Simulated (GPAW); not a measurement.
# BeCr3 (P4/mmm) in GPAW: single point with PBE

Aim: the single point of BeCr3 with PBE.

All numbers are computed with GPAW 26.7.0; they aren't measurements. Logs are shortened: lines on timing, memory, paths and dates and some standing lists are left out, and cuts for length are marked. The log counts tension as positive stress, the text compression.

## 1. The cell of the first run

The structure is tetragonal, space group P4/mmm (No. 123). Conventional cell: a = 3.511 Å, b = 3.511 Å, c = 3.476 Å, α = 90.00°, β = 90.00°, γ = 90.00°. Cr (site symmetry mmm) is surrounded by 8 Cr at 2.47 to 2.48 Å and 4 Be at 2.47 Å. Cr (site symmetry 4/mmm) has 8 Cr at 2.47 Å and 4 Be at 2.48 Å as nearest neighbours. Around Be (site symmetry 4/mmm) lie 12 Cr at 2.47 to 2.48 Å.

The cell comes from a database or a generator and needn't be the stable form of this composition.

## 2. Single point, PBE, collinear spin, ferromagnetic start (strain = -0.01)

File run.py:

```python
from ase.dft.bandgap import bandgap
from ase.io import read, write
from ase.units import GPa
from gpaw import GPAW, PW

atoms = read('BeCr3.xyz')
atoms.set_initial_magnetic_moments([3.0, 3.0, 3.0, 0.0])

calc = GPAW(mode=PW(800),
            xc='PBE',
            kpts={'size': (6, 6, 6), 'gamma': True},
            occupations={'name': 'fermi-dirac', 'width': 0.05},
            nbands=25,
            convergence={'density': 1e-05, 'energy': 1e-05},
            maxiter=150,
            txt='gpaw.txt')
atoms.calc = calc
energy = atoms.get_potential_energy()
forces = atoms.get_forces()
stress = atoms.get_stress()
calc.write('gs.gpw')
write('result.traj', atoms)
print(f'Energy: {energy:.6f} eV')
print('Forces (eV/A):')
print(forces.round(4))
print('Stress (GPa):', (stress / GPa).round(3))
print('Moments:', calc.get_magnetic_moments().round(3))
print('Fermi level:', round(calc.get_fermi_level(), 4), 'eV')
print(f'Gap: {bandgap(calc)[0]:.4f} eV, direct: {bandgap(calc, direct=True)[0]:.4f} eV')
```

File BeCr3.xyz:

```xyz
4
Lattice="3.4761018600 0.0000000000 0.0000000000 0.0000000000 3.5112140000 0.0000000000 0.0000000000 0.0000000000 3.5112140000" Properties=species:S:1:pos:R:3 pbc="T T T"
Cr     1.7380509300      1.7556070000      0.0000000000
Cr     1.7380509300      0.0000000000      1.7556070000
Cr     0.0000000000      1.7556070000      1.7556070000
Be     0.0000000000      0.0000000000      0.0000000000
```

Potentials or basis: GPAW PAW data sets (gpaw-data 1.2.1), pw.

Run with:

```console
OMP_NUM_THREADS=1 python run.py
```

gpaw.txt:

```text
__  _  _
 | _ |_)|_||  |
 |__||  | ||/\| - 26.7.0

Input parameters:
  mode=PW(ecut=800.0),
  convergence={'density': 1e-05, 'energy': 1e-05},
  kpts=MonkhorstPack(size=(6, 6, 6), gamma=True),
  maxiter=150,
  nbands=25,
  occupations=Occupations(name='fermi-dirac', width=0.05),
  xc=XC(name='PBE')

Diagonalizing LCAO Hamiltonian
Converting LCAO to pw mode
   .--------.
  /|        |
 * |        |
 |Cr        |
 | .-Cr-----.
 |/   Cr   /
 Be-------*

Atoms  # Å, Bohr magnetons
|   | symbol |        x |        y |        z |    initial magnetic moments |
|---|--------|----------|----------|----------|-----------------------------|
| 0 |     Cr | 1.738051 | 1.755607 | 0.000000 | ( 0.0000,  0.0000,  3.0000) |
| 1 |     Cr | 1.738051 | 0.000000 | 1.755607 | ( 0.0000,  0.0000,  3.0000) |
| 2 |     Cr | 0.000000 | 1.755607 | 1.755607 | ( 0.0000,  0.0000,  3.0000) |
| 3 |     Be | 0.000000 | 0.000000 | 0.000000 | ( 0.0000,  0.0000,  0.0000) |

Unit cell  # Å
| periodic |        x |        y |        z |  lengths |    angles |
|----------|----------|----------|----------|----------|-----------|
|      yes | 3.476102 | 0.000000 | 0.000000 | 3.476102 | 90.000000 |
|      yes | 0.000000 | 3.511214 | 0.000000 | 3.511214 | 90.000000 |
|      yes | 0.000000 | 0.000000 | 3.511214 | 3.511214 | 90.000000 |

Number of symmetries: 16
Symmetry operations  # r_c * U_cc + t_c -> r_c
|    | kind |            matrix            |
|----|------|------------------------------|
|  0 |  E   |  1, 0, 0,  0, 1, 0,  0, 0, 1 |
|  1 |  σ   |  1, 0, 0,  0, 1, 0,  0, 0,-1 |
|  2 |  σ   |  1, 0, 0,  0, 0, 1,  0, 1, 0 |
|  3 |  C4  |  1, 0, 0,  0, 0, 1,  0,-1, 0 |
|  4 |  C4  |  1, 0, 0,  0, 0,-1,  0, 1, 0 |
|  5 |  σ   |  1, 0, 0,  0, 0,-1,  0,-1, 0 |
|  6 |  σ   |  1, 0, 0,  0,-1, 0,  0, 0, 1 |
|  7 |  C2  |  1, 0, 0,  0,-1, 0,  0, 0,-1 |
|  8 |  σ   | -1, 0, 0,  0, 1, 0,  0, 0, 1 |
|  9 |  C2  | -1, 0, 0,  0, 1, 0,  0, 0,-1 |
| 10 |  C2  | -1, 0, 0,  0, 0, 1,  0, 1, 0 |
| 11 |  S4  | -1, 0, 0,  0, 0, 1,  0,-1, 0 |
| 12 |  S4  | -1, 0, 0,  0, 0,-1,  0, 1, 0 |
| 13 |  C2  | -1, 0, 0,  0, 0,-1,  0,-1, 0 |
| 14 |  C2  | -1, 0, 0,  0,-1, 0,  0, 0, 1 |
| 15 |  i   | -1, 0, 0,  0,-1, 0,  0, 0,-1 |

BZ-sampling:
  Number of BZ points: 216
  Number of IBZ points: 40

  Monkhorst-Pack size: [6, 6, 6]
  Monkhorst-Pack shift: [0.08333333333333333, 0.08333333333333333, 0.08333333333333333]

K-points  # in reciprocal-cell coordinates
|     |                                coordinates |     weight |
|-----|--------------------------------------------|------------|
|   0 | (  0.00000000,   0.00000000,   0.00000000) | 0.00462963 |
|   1 | (  0.00000000,   0.16666667,   0.00000000) | 0.01851852 |
|   2 | (  0.00000000,   0.16666667,   0.16666667) | 0.01851852 |
|   3 | (  0.00000000,   0.33333333,   0.00000000) | 0.01851852 |
|   4 | (  0.00000000,   0.33333333,   0.16666667) | 0.03703704 |
|   5 | (  0.00000000,   0.33333333,   0.33333333) | 0.01851852 |
|   6 | (  0.00000000,   0.50000000,   0.00000000) | 0.00925926 |
|   7 | (  0.00000000,   0.50000000,   0.16666667) | 0.01851852 |
|   8 | (  0.00000000,   0.50000000,   0.33333333) | 0.01851852 |
|   9 | (  0.00000000,   0.50000000,   0.50000000) | 0.00462963 |
| ... |                                            |            |
|  39 | (  0.50000000,   0.50000000,   0.50000000) | 0.00462963 |

Plane wave coefficients: 2240
Cutoff: 800.0 eV

Spin-components: 2 (collinear spins)
Bands:           25
Projectors:      21
Spin-degeneracy: 1
Datatype:        complex128

Parallelization:
  kpt:    1
  domain: 1
  band:   1

Density:
  Valence electrons: 20.0
  Components: 2
  Grid points: [24 24 24]
  Charge: 0.0  # |e|

Potential:
  Grid points: [24 24 24]

species:
  Cr:
    name:    Chromium
    Z:       24.0
    valence: 6
    core:    18
    charge:  0.0  # [|e|]
    compensation charges:
      type: gauss
      rc: 0.35  # [Å]
      lmax: 2
    cutoffs:
      filter: 2.14  # [Å]
      core: 3.04  # [Å]
    projectors
    | kind |    occ | energy [eV] | rcut [Å] |
    |------|--------|-------------|----------|
    |   4s |  1.000 |      -4.007 |    1.164 |
    |   4p |  0.000 |      -0.989 |    1.217 |
    |   3d |  5.000 |      -2.913 |    1.111 |
    |    s |        |      23.205 |    1.164 |
    |    p |        |      26.223 |    1.217 |
    |    d |        |      24.299 |    1.111 |

    Using partial waves for Cr as LCAO basis

  Be:
    name:    Beryllium
    Z:       4.0
    valence: 2
    core:    2
    charge:  0.0  # [|e|]
    compensation charges:
      type: gauss
      rc: 0.25  # [Å]
      lmax: 2
    cutoffs:
      filter: 1.42  # [Å]
      core: 1.77  # [Å]
    projectors
    | kind |    occ | energy [eV] | rcut [Å] |
    |------|--------|-------------|----------|
    |   2s |  2.000 |      -5.610 |    0.794 |
    |   2p |  0.000 |      -2.018 |    0.794 |
    |    s |        |      21.602 |    0.794 |

    Using partial waves for Be as LCAO basis

Reference energy: -86145.317323  # eV

eigensolver:
  PPCG
  Converge bands: occupied
  niter=2

density mixing:
  MSR1-Mixer
  Pratt-step length: 0.05
  Maximum mixing coefficient: 0.75
  Old densities: 10
  SVD Regularization: 0.005
  Good broyden scale: 1.0
  Trust region scale: 1.0
  Backstep threshold: 4.0
  History deletion threshold: 6.0
  Fourier metric: weight=20.0, sigma=0.015

occupation numbers:
  Fermi-Dirac:
    width: 0.0500  # eV

poisson solver:
  ecut: 6400.0  # eV

xc functional:
  name: PBE with 2 nearest neighbor stencil

convergence criteria:
- Maximum integral of absolute [dens]ity change: 1e-05 electrons / valence electron
- Maximum [total energy] change in last 3 cyles: 1e-05 eV / valence electron
- Maximum integral of absolute [eigenst]ate change: 4e-08 eV^2 / valence electron
maximum number of iterations: 150

SCF iterations
|iter     | |      energy | eigst |  dens |  magmom |
|---------|-|-------------|-------|-------|---------|
|iter:   1| |  -29.315416 | +0.13 |       |  +8.9936|
|iter:   2| |  -29.376895 | -1.62 | -0.53 |  +8.7630|
|iter:   3| |  -31.817765 | -1.21 | -0.56 |  +5.1895|
|iter:   4| |  -39.731305 | -0.40 | -0.49 |  +5.3763|
|iter:   5| |  -31.491775 | -0.70 | -0.28 |  +2.9538|
|iter:   6| |  -32.316892 | -0.77 | -0.77 |  +0.2110|
|iter:   7| |  -31.433049 | -1.61 | -0.69 |  -0.4677|
|iter:   8| |  -31.463440 | -2.44 | -1.32 |  +0.0648|
|iter:   9| |  -31.471595 | -2.80 | -1.76 |  -0.1875|
|iter:  10| |  -31.473979 | -3.32 | -1.95 |  +0.0672|
|iter:  11| |  -31.474218 | -4.50 | -2.24 |  +0.0692|
|iter:  12| |  -31.474515 | -3.83 | -2.27 |  +0.0269|
|iter:  13| |  -31.474700 | -4.52 | -2.35 |  -0.0030|
|iter:  14| |  -31.474768 | -4.54 | -2.63 |  -0.0067|
|iter:  15| |  -31.474821c| -4.93 | -2.89 |  -0.0016|
|iter:  16| |  -31.474824c| -6.28 | -3.78 |  -0.0010|
|iter:  17| |  -31.474825c| -7.04 | -4.19 |  -0.0005|
|iter:  18| |  -31.474825c| -7.64c| -4.49 |  -0.0001|
|iter:  19| |  -31.474825c| -7.78c| -5.02c|  -0.0000|

Converged in 19 steps
Energy contributions relative to reference atoms: (reference = -86145.317323)

Energy contributions:
  Kinetic:         -38.730664
  Coulomb:          23.722857
  Zero:              0.592103
  External:          0.000000
  Xc:              -17.045262
  Entropy:          -0.027716
  Spinorbit:         0.000000
  ----------------------------
  Free energy:     -31.488683
  Extrapolated:    -31.474825

dipole moment: (-12.233482, -12.357194, -12.357194)  # |e|*Ang

Total magnetic moment: (0.000000, 0.000000, -0.000009)

Local magnetic moments
|        x |        y |         z |
|----------|----------|-----------|
| 0.000000 | 0.000000 | -0.000051 |  # Cr   0
| 0.000000 | 0.000000 | -0.000051 |  # Cr   1
| 0.000000 | 0.000000 |  0.000092 |  # Cr   2
| 0.000000 | 0.000000 |  0.000001 |  # Be   3

Fermi level: 10.311
Eigenvalues  # (at kpt = [0.000, 0.000, 0.000])
| band index |      eig [eV] | occ [0-1] |      eig [eV] | occ [0-1] |
|------------|---------------|-----------|---------------|-----------|
|          0 |         1.956 |     1.000 |         1.956 |     1.000 |
|          1 |         5.332 |     1.000 |         5.332 |     1.000 |
|          2 |         7.278 |     1.000 |         7.278 |     1.000 |
|          3 |         7.320 |     1.000 |         7.320 |     1.000 |
|          4 |         7.395 |     1.000 |         7.395 |     1.000 |
|          5 |         7.402 |     1.000 |         7.402 |     1.000 |
|          6 |         7.402 |     1.000 |         7.402 |     1.000 |
|          7 |        10.887 |     0.000 |        10.887 |     0.000 |
|          8 |        10.887 |     0.000 |        10.887 |     0.000 |
|          9 |        10.920 |     0.000 |        10.920 |     0.000 |
|         10 |        12.055 |     0.000 |        12.054 |     0.000 |
|         11 |        12.084 |     0.000 |        12.084 |     0.000 |
|         12 |        12.084 |     0.000 |        12.084 |     0.000 |
|         13 |        12.124 |     0.000 |        12.124 |     0.000 |
|         14 |        12.283 |     0.000 |        12.283 |     0.000 |
|        ... |               |           |               |           |
|         24 |        21.606 |     0.000 |        21.606 |     0.000 |

No gap
No difference between direct/indirect transitions

Forces  # eV/Ang
|        x |       y |       z |
|----------|---------|---------|
|  0.00000 | 0.00000 | 0.00000 |  # Cr   0
| -0.00000 | 0.00000 | 0.00000 |  # Cr   1
|  0.00000 | 0.00000 | 0.00000 |  # Cr   2
| -0.00000 | 0.00000 | 0.00000 |  # Be   3

Stress tensor  # eV/Ang^3
|         x |         y |         z |
|-----------|-----------|-----------|
| -0.005749 |  0.000000 |  0.000000 |
|  0.000000 | -0.008071 |  0.000000 |
|  0.000000 |  0.000000 | -0.008071 |

# Writing to gs.gpw (mode='')
```

Wall time 2.6 min (1 thread of Arm Neoverse V1, shared host); peak memory 0.25 GiB.

Results:

```
Free energy            : -31.4887 eV
Pressure               : 1.2 GPa
Band gap on the k mesh : none (metal or under the smearing width)
Net moment             : 0.00 μB per cell
```

Stress tensor (GPa, compression positive):
```
0.92 0.00 0.00
0.00 1.29 0.00
0.00 0.00 1.29
```

Levels at points of the mesh, in eV from the Fermi level:
Spin up:
| k point | band 7 | band 8 | band 9 | band 10 | band 11 | band 12 | band 13 | band 14 |
| --- | --- | --- | --- | --- | --- | --- | --- | --- |
| (0.00, 0.00, 0.00) | -2.91 | 0.58 | 0.58 | 0.61 | 1.74 | 1.77 | 1.77 | 1.81 |
| (0.00, 0.50, 0.00) | -1.42 | -0.77 | -0.73 | -0.19 | -0.09 | 0.37 | 0.71 | 0.75 |
| (0.00, 0.50, 0.50) | -1.69 | -1.69 | -0.59 | -0.59 | 0.30 | 0.30 | 0.34 | 1.14 |
| (0.50, 0.00, 0.00) | -1.41 | -0.78 | -0.78 | -0.11 | -0.08 | 0.44 | 0.69 | 0.69 |
| (0.50, 0.50, 0.00) | -1.71 | -1.70 | -0.62 | -0.60 | 0.32 | 0.32 | 0.38 | 1.17 |
| (0.50, 0.50, 0.50) | -0.94 | -0.89 | -0.80 | -0.80 | 0.46 | 0.48 | 0.48 | 1.12 |
Spin down:
| k point | band 8 | band 9 | band 10 | band 11 | band 12 | band 13 |
| --- | --- | --- | --- | --- | --- | --- |
| (0.00, 0.00, 0.00) | 0.58 | 0.58 | 0.61 | 1.74 | 1.77 | 1.77 |
| (0.00, 0.50, 0.00) | -0.77 | -0.73 | -0.19 | -0.09 | 0.37 | 0.71 |
| (0.00, 0.50, 0.50) | -1.69 | -0.59 | -0.59 | 0.30 | 0.30 | 0.34 |
| (0.50, 0.00, 0.00) | -0.78 | -0.78 | -0.11 | -0.08 | 0.44 | 0.69 |
| (0.50, 0.50, 0.00) | -1.70 | -0.62 | -0.60 | 0.32 | 0.32 | 0.38 |
| (0.50, 0.50, 0.50) | -0.89 | -0.80 | -0.80 | 0.46 | 0.48 | 0.48 |

Caveat: the density grid can change from cell to cell, which puts small steps into energies and stress; the starting moments collapsed, and a magnetic state may lie lower.
